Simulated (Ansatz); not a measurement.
**BFGeH4: a ladder of functionals and wavefunction methods**

An exercise on one series of results from a longer session: the logs are not shown, and one member is left open.

The runs use Ansatz 0.2.0, Gaussian basis; functionals in def2-TZVPP, the program's frozen cores in correlated methods.

The runs, in order: LDA (SPW92), PBE-D4, revPBE-D4, BLYP-D4, r2SCAN-D4, B97M-V, PBE0-D4, B3LYP-D4, r2SCANh-D4, r2SCAN0-D4, HSE06-D4, BHLYP-D4, CAM-B3LYP-D4, LC-ωPBE, ωB97X-V, ωB97M-V, B2PLYP, PBE-QIDH; CCSD(T)/def2-SVP; CCSD(T)/def2-TZVPP; MP2/def2-QZVPP; extrapolation to the limit; RPA on PBE.

**The geometry**

An earlier PBE0-D4 in a triple-zeta def2 set relaxation fixed the geometry.

SMILES `[BH2][GeH2][F]`, 7 atoms, charge 0, spin multiplicity 1.

Atoms are counted from 1 here; the program's logs count them from 0.

Bond lengths: B1–Ge2 2.052 Å, B1–H4 1.192 Å, B1–H5 1.194 Å, Ge2–F3 1.751 Å, Ge2–H6 1.541 Å, Ge2–H7 1.541 Å. Angles: Ge2–B1–H4 121.6°, Ge2–B1–H5 119.1°, H4–B1–H5 119.3°, B1–Ge2–F3 110.0°, B1–Ge2–H6 113.4°, B1–Ge2–H7 113.4°, F3–Ge2–H6 105.0°, F3–Ge2–H7 105.0°, H6–Ge2–H7 109.3°.

Set-up of the first run:

Contents of in.yaml:

```yaml
crystal:
  periodic: [false, false, false]
  atoms:
    - {symbol: B, position_ang: [-0.983242, 0.233917, -0.747354]}
    - {symbol: Ge, position_ang: [0.647462, -0.089788, 0.455115]}
    - {symbol: F, position_ang: [0.756791, -1.787222, 0.871424]}
    - {symbol: H, position_ang: [-1.705845, -0.655847, -1.073253]}
    - {symbol: H, position_ang: [-1.211676, 1.342359, -1.128946]}
    - {symbol: H, position_ang: [0.569202, 0.648055, 1.805838]}
    - {symbol: H, position_ang: [1.988507, 0.240526, -0.228624]}
basis:
  gaussian: {orbitals: def2-TZVPP}
hamiltonian: {xc: lda}
output: {orbitals: {seedname: orbitals}}
```

Started as:

```
$ ansatz run in.yaml --threads 2 --pin off --events-out ev --progress --plain --max-ram 4352MiB
```

Steps of the session up to this table: LDA; PBE-D4 (GGA); revPBE-D4 (GGA); BLYP-D4 (GGA); r2SCAN-D4 (meta-GGA); B97M-V (meta-GGA); B3LYP-D4 (hybrid); r2SCANh-D4 (hybrid); r2SCAN0-D4 (hybrid); HSE06-D4 (hybrid); BHLYP-D4 (hybrid); CAM-B3LYP-D4 (range-separated); LC-ωPBE (range-separated); ωB97X-V (range-separated); ωB97M-V (range-separated); B2PLYP (double hybrid); PBE-QIDH (double hybrid).

One table of the session follows, with a row left open; its other results are not shown here.

It belongs to the step «Orbital energies across the functionals». 

```
  functional  HOMO (eV)  LUMO (eV)  gap (eV)
 LDA (SPW92)      -7.36      -4.07      3.29
      PBE-D4      -7.25      -3.80      3.45
   revPBE-D4      -7.21      -3.68      3.53
     BLYP-D4      -7.16      -3.64      3.52
   r2SCAN-D4      -7.57      -3.44      4.12
      B97M-V      -7.69      -3.57      4.12
     PBE0-D4      -8.57      -2.80      5.78
    B3LYP-D4      -8.37      -3.02      5.36
  r2SCANh-D4      -8.05      -3.10      4.95
  r2SCAN0-D4          ?          ?         ?
    HSE06-D4      -8.17      -3.18      4.99
    BHLYP-D4      -9.78      -1.74      8.04
CAM-B3LYP-D4      -9.94      -1.67      8.27
     LC-ωPBE     -11.27      -0.44     10.83
     ωB97X-V     -10.92      -0.56     10.37
     ωB97M-V     -10.75      -0.82      9.93
```

Estimate the missing values for r2SCAN0-D4.

Worked estimate for «HOMO (eV)». Against the share of exact exchange, r2SCAN-D4 (0, -7.57), r2SCANh-D4 (0.1, -8.05) give a slope of -4.80 per unit share; at 0.25 the line stands at -8.77.

**Answer.** HOMO (eV): -8.77; LUMO (eV): -2.60; gap (eV): 6.17. In «HOMO (eV)» the line misses by 0.00.
